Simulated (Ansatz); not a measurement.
**Ag: one atom moved over a plane**

This session takes Ag and sets out to map the energy of atom 1 (Ag) over a plane.

Computed with Ansatz 0.2.0 (DFT r2SCAN, scalar-relativistic, plane waves, PAW, unless a step's input says otherwise).

2 further runs of the same task are left out: 2 set aside as unsound or not needed.

## Step 1: The starting structure

Symmetry: P6_3/mmc, No. 194, hexagonal system. The conventional cell has a = 2.905 Å, b = 2.905 Å, c = 9.467 Å, α = 90.00°, β = 90.00°, γ = 120.00°. Ag (site symmetry -6m2) has 12 Ag at 2.90 to 2.91 Å as nearest neighbours. Ag (site symmetry -3m) has 12 Ag at 2.90 to 2.91 Å as nearest neighbours.

Structure file:

```
Ag
1.0
     2.90521    0.00000    0.00000
    -1.45260    2.51598    0.00000
     0.00000    0.00000    9.46699
Ag
4
Direct
  0.33333 0.66667 0.25000
  0.66667 0.33333 0.75000
  0.00000 0.00000 0.00000
  0.00000 0.00000 0.50000
```

It is the result of an earlier relaxation at this level (volume 17.30 Å³/atom; gap on the mesh: none (metal)).

## Step 2: The reference cell

The reference gives a free energy of -30415.7785 eV, pressure 0.05 GPa, largest force 0.000 eV/Å and gap on the mesh none (metal). It was computed beforehand with the settings of the runs below.

## Step 3: Next: one atom moved over a plane

Atom 1 (Ag) is moved by p along (0.707, 0.707, 0.000) and q along (0.000, 0.000, 1.000) (Å), all else fixed; its images in the other cells move with it. Points alike by symmetry are run once.

## Step 4: p = -0.200, q = -0.200

Input file input.yaml:

```yaml
crystal:
  lattice:
    - [2.9052090038, 0.0, 0.0]
    - [-1.4526045019, 2.5159848006, 0.0]
    - [0.0, 0.0, 9.4669946005]
  atoms:
    - { symbol: Ag, position: [0.2565502124, 0.610457521, 0.2288739713] }
    - { symbol: Ag, position: [0.6666666667, 0.3333333333, 0.75] }
    - { symbol: Ag, position: [0.0, 0.0, 0.0] }
    - { symbol: Ag, position: [0.0, 0.0, 0.5] }
basis:
  ecutwfc: 500
kpoints:
  mp_grid: { grid: [18, 18, 6] }
hamiltonian:
  xc: r2scan
scf:
  occupations: { method: gaussian, width: 0.15 }
output:
  forces: true
  stress: true
  eigenvalues: true
```

On the command line:

```console
ansatz run input.yaml --threads 2 --pin off --max-ram 5120MiB --backend cpu --events-out ev --progress --plain --runs-dir out
```

## Step 5: At p = -0.200, q = 0.000

input.yaml, as its differences from that of step 4:

```diff
@@ -6,3 +6,3 @@
   atoms:
-    - { symbol: Ag, position: [0.2565502124, 0.610457521, 0.2288739713] }
+    - { symbol: Ag, position: [0.2565502124, 0.610457521, 0.25] }
     - { symbol: Ag, position: [0.6666666667, 0.3333333333, 0.75] }
```

## Step 6: At p = 0.000, q = -0.200

input.yaml, as its differences from that of step 5:

```diff
@@ -6,3 +6,3 @@
   atoms:
-    - { symbol: Ag, position: [0.2565502124, 0.610457521, 0.25] }
+    - { symbol: Ag, position: [0.3333333333, 0.6666666667, 0.2288739713] }
     - { symbol: Ag, position: [0.6666666667, 0.3333333333, 0.75] }
```

## Step 7: At p = 0.200, q = -0.200

input.yaml, as its differences from that of step 6:

```diff
@@ -6,3 +6,3 @@
   atoms:
-    - { symbol: Ag, position: [0.3333333333, 0.6666666667, 0.2288739713] }
+    - { symbol: Ag, position: [0.4101164543, 0.7228758124, 0.2288739713] }
     - { symbol: Ag, position: [0.6666666667, 0.3333333333, 0.75] }
@@ -22 +22,5 @@
   eigenvalues: true
+  write_density: true
+  write_potential: true
+  elf: true
+  volumetric_format: npy
```

## Step 8: At p = 0.200, q = 0.000

input.yaml, as its differences from that of step 7:

```diff
@@ -6,3 +6,3 @@
   atoms:
-    - { symbol: Ag, position: [0.4101164543, 0.7228758124, 0.2288739713] }
+    - { symbol: Ag, position: [0.4101164543, 0.7228758124, 0.25] }
     - { symbol: Ag, position: [0.6666666667, 0.3333333333, 0.75] }
@@ -22,5 +22 @@
   eigenvalues: true
-  write_density: true
-  write_potential: true
-  elf: true
-  volumetric_format: npy
```

## Step 9: At p = -0.200, q = -0.100

input.yaml, as its differences from that of step 8:

```diff
@@ -6,3 +6,3 @@
   atoms:
-    - { symbol: Ag, position: [0.4101164543, 0.7228758124, 0.25] }
+    - { symbol: Ag, position: [0.2565502124, 0.610457521, 0.2394369856] }
     - { symbol: Ag, position: [0.6666666667, 0.3333333333, 0.75] }
@@ -22 +22,5 @@
   eigenvalues: true
+  write_density: true
+  write_potential: true
+  elf: true
+  volumetric_format: npy
```

## Step 10: Point p = -0.100, q = -0.200

input.yaml, as its differences from that of step 9:

```diff
@@ -6,3 +6,3 @@
   atoms:
-    - { symbol: Ag, position: [0.2565502124, 0.610457521, 0.2394369856] }
+    - { symbol: Ag, position: [0.2949417729, 0.6385620938, 0.2288739713] }
     - { symbol: Ag, position: [0.6666666667, 0.3333333333, 0.75] }
@@ -22,5 +22 @@
   eigenvalues: true
-  write_density: true
-  write_potential: true
-  elf: true
-  volumetric_format: npy
```

(Steps that only read results are left out.)

Before running it: what results should come out? Wanted: highest point; lowest point away from the origin.

The runs gave:

| quantity | value |
| --- | --- |
| highest point | 0.146 eV/cell at (p, q) = (0.200, -0.200) |
| lowest point away from the origin | 0.017 eV/cell at (-0.200, 0.000) |

In words: No computed point lies below the origin.
